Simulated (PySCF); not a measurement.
# C7H15NOSi: the cost of one run

Programs: PySCF 2.14.0, with density-fitted response routines of our own. Each step states its level of theory. These are calculated values for one molecule, in the gas phase or a continuum, unless marked as measured. Atoms count from 0, in the outputs and in this text.

**1. Starting geometry**

25 atoms, charge 0, multiplicity 1; geometry from: GFN2-xTB. The atoms were then displaced at random by about 0.01 Å, so the start is not that level's minimum.

Bonds of the start (Å): C0–C1 1.48, C1–C2 1.34, C2–O3 1.31, O3–Si4 1.65, Si4–N5 1.71, N5–C6 1.44, C6–C7 1.53, C7–C8 1.57, C8–C9 1.53, C9–N5 1.44, C0–H10 1.08, C0–H11 1.08, C0–H12 1.15, C1–H13 1.07, C2–H14 1.09, Si4–H15 1.49, Si4–H16 1.46, C6–H17 1.07, C6–H18 1.09, C7–H19 1.08, C7–H20 1.11, C8–H21 1.07, C8–H22 1.06, C9–H23 1.07, C9–H24 1.09.

**2. Relaxing the molecule at PBE0-D3(BJ)/def2-SVP**

The job: settings as JSON, then the geometry in Å.

```
{"job": {"xc": "PBE0", "basis": "def2-SVP", "d3": "d3bj", "grid": 1, "shake": 0.01, "kind": "geom"}, "charge": 0, "multiplicity": 1}
C      3.866870     0.274850    -0.660800
C      3.598880    -0.946370     0.126540
C      2.419930    -1.263820     0.667520
O      1.368910    -0.498230     0.539070
Si    -0.040050    -0.512330     1.397370
N     -0.966460     0.662030     0.558950
C     -1.102850     0.646360    -0.878070
C     -2.460290    -0.010290    -1.138720
C     -3.265880     0.256880     0.180870
C     -2.273290     1.020640     1.057290
H      4.632350     0.886500    -0.198760
H      4.162570     0.053080    -1.673180
H      2.912960     0.909340    -0.714960
H      4.423710    -1.607890     0.273690
H      2.312270    -2.178040     1.258880
H      0.167830     0.034840     2.765880
H     -0.548970    -1.874500     1.489430
H     -0.293440     0.135910    -1.349190
H     -1.131800     1.678760    -1.230600
H     -2.372020    -1.079610    -1.284780
H     -2.984030     0.402590    -2.020100
H     -4.161810     0.808840    -0.024870
H     -3.539140    -0.671390     0.624060
H     -2.380600     0.792500     2.097590
H     -2.393200     2.091400     0.914910
```

On the command line:

```bash
OMP_NUM_THREADS=1 python probes_run.py task.json out
```

One launch serves the whole session: the jobs run in the order shown.

**Question.** How long does this first job take on 1 thread of Arm Neoverse V1, shared host, and how much memory does it need?

About 11 min, with a peak of 1.1 GiB.
